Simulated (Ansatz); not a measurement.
C2H9NOSi2, SMILES NC(=O)C([SiH3])[SiH3], a single point in a Gaussian basis

Program: the Ansatz DFT code, driven from Python.

The script, `energy_c2h9nosi2.py`:
```python
import ansatz as az

geometry = (
    az.Crystal.molecule()
    .atom("N", (1.9494, -1.2434, -0.7835))
    .atom("C", (0.7624, -0.4553, -0.8786))
    .atom("O", (0.3361, -0.1126, -2.0153))
    .atom("C", (0.0269, -0.0374, 0.3628))
    .atom("Si", (-1.7159, -0.7236, 0.361))
    .atom("Si", (-0.0317, 1.8298, 0.4992))
    .atom("H", (2.4588, -1.5326, -1.6479))
    .atom("H", (2.3238, -1.5406, 0.1447))
    .atom("H", (0.5443, -0.4274, 1.2641))
    .atom("H", (-2.4547, -0.1945, -0.7952))
    .atom("H", (-2.3998, -0.3288, 1.6015))
    .atom("H", (-1.662, -2.1906, 0.2788))
    .atom("H", (-0.7514, 2.3878, -0.6555))
    .atom("H", (-0.7255, 2.2095, 1.7389))
    .atom("H", (1.3395, 2.3599, 0.5251))
)

job = (
    geometry.calculation()
    .basis(gaussian="def2-SVP")
    .functional(az.LibraryFunctional("B2GP-PLYP"))
)
done = job.run(threads=1)
rep = done.report

print(f"E = {rep['free_energy_ev']:.6f} eV = {rep['free_energy_ev'] / 27.211386246:.7f} Ha")
print("converged:", rep["converged"], " doubts:", rep["published_state_doubts"] or "none")
```

`python energy_c2h9nosi2.py` gives:
```text
E = -21487.191628 eV = -789.6397278 Ha
converged: True  doubts: none
```

Notes:
- These settings explore the input space; basis and method may be short of convergence.
- The geometry is a force-field or estimated start, not a minimum of this method, and the basis set is short of its limit.
- For a double hybrid the total adds scaled second-order correlation to the self-consistent reference.
- Hardware and time: 12 s on 1 thread of Arm Neoverse V1, with other jobs on the host, peak memory 0.36 GiB.

(Lines on the test bed's own set-up are left out of the output.)
